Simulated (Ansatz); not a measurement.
**GeH3 (doublet): from Hartree-Fock to the top rungs at a displaced geometry (v2), cc-pVDZ**

The task here is to estimate one member of a computed series from the others.

Method: cc-pVDZ, core rule «outside noble gas», up to 14 orbitals frozen; program: Ansatz 0.2.0, Gaussian basis.

The runs, in order: UHF; CCSD(T) on ROHF; CCSD(T) on UHF; BCCD(T) on ROHF; CISD; CCSDT(Q) on ROHF; CCSDT(Q) on UHF; CASSCF and MRCISD+Q, 7 electrons in 7 orbitals; CASSCF and NEVPT2, 7 electrons in 7 orbitals.

23 further runs of the same task are left out: 2 for a known fault of the program, 10 that didn't finish, 11 set aside as unsound or not needed.

## The geometry

The geometry is a PBE0/def2-TZVP stationary point (not a proven minimum) with its atoms shifted at random (size 0.100 Å). No spin-orbit coupling is included. The filled d shell of Ge may be among the frozen orbitals whatever the setting's name suggests; the logs give the count.

4 atoms, charge 0, spin multiplicity 2.

Atoms are counted from 1 here; the program's logs count them from 0.

Bond lengths: Ge1–H2 1.387 Å, Ge1–H3 1.566 Å, Ge1–H4 1.614 Å. Angles: H2–Ge1–H3 112.4°, H2–Ge1–H4 109.3°, H3–Ge1–H4 109.5°.

The first run:

Contents of in.yaml:

```yaml
crystal:
  periodic: [false, false, false]
  atoms:
    - {symbol: Ge, position_ang: [0.003474, 0.001263, -0.019218]}
    - {symbol: H, position_ang: [1.303572, 0.026528, 0.463679]}
    - {symbol: H, position_ang: [-0.833098, 1.238309, 0.451329]}
    - {symbol: H, position_ang: [-0.720855, -1.355833, 0.469977]}
basis:
  gaussian: {orbitals: cc-pVDZ}
magnetization: {spin_polarized: true, initial_magnetization: 1}
hamiltonian: {xc: hf}
output: {orbitals: {seedname: orbitals}}
```

The run is started by

```sh
> ansatz run in.yaml --threads 1 --pin off --events-out ev --progress --plain --max-ram 2393MiB
```

Among the steps run: UHF; CCSD(T) on ROHF; CCSD(T) on UHF; BCCD(T) on ROHF; CISD; CCSDT(Q) on ROHF; CCSDT(Q) on UHF; CASSCF and MRCISD+Q, 7 electrons in 7 orbitals; CASSCF and NEVPT2, 7 electrons in 7 orbitals.

One of the session's tables, all rows but one given; the rest of the session is left out.

```
          method  from UCCSDT(Q) (meV)
            ROHF               +3277.4
             UHF                     ?
            RMP2                +772.8
            UMP2                +764.9
            CISD                +195.0
           RCCSD                 +77.0
           UCCSD                 +72.7
        RCCSD(T)                 +20.6
        UCCSD(T)                 +16.6
         BCCD(T)                 +20.3
          RCCSDT                  +5.1
          UCCSDT                  +1.1
       RCCSDT(Q)                  +4.0
       UCCSDT(Q)                     0
  CASSCF valence               +2055.0
  NEVPT2 valence                +622.8
  MRCISD valence                 +81.2
MRCISD+Q valence                  +2.6
```

**Question.** Estimate the row for UHF.

**Answer.** from UCCSDT(Q) (meV): +3235.7. In the column «from UCCSDT(Q) (meV)» it lies between CASSCF valence (+2055.0) and ROHF (+3277.4).

To keep in mind: Restricted and unrestricted rows rest on different reference determinants; where their highest levels disagree by more than a few hundredths of an eV, they describe different states and don't form one ladder.
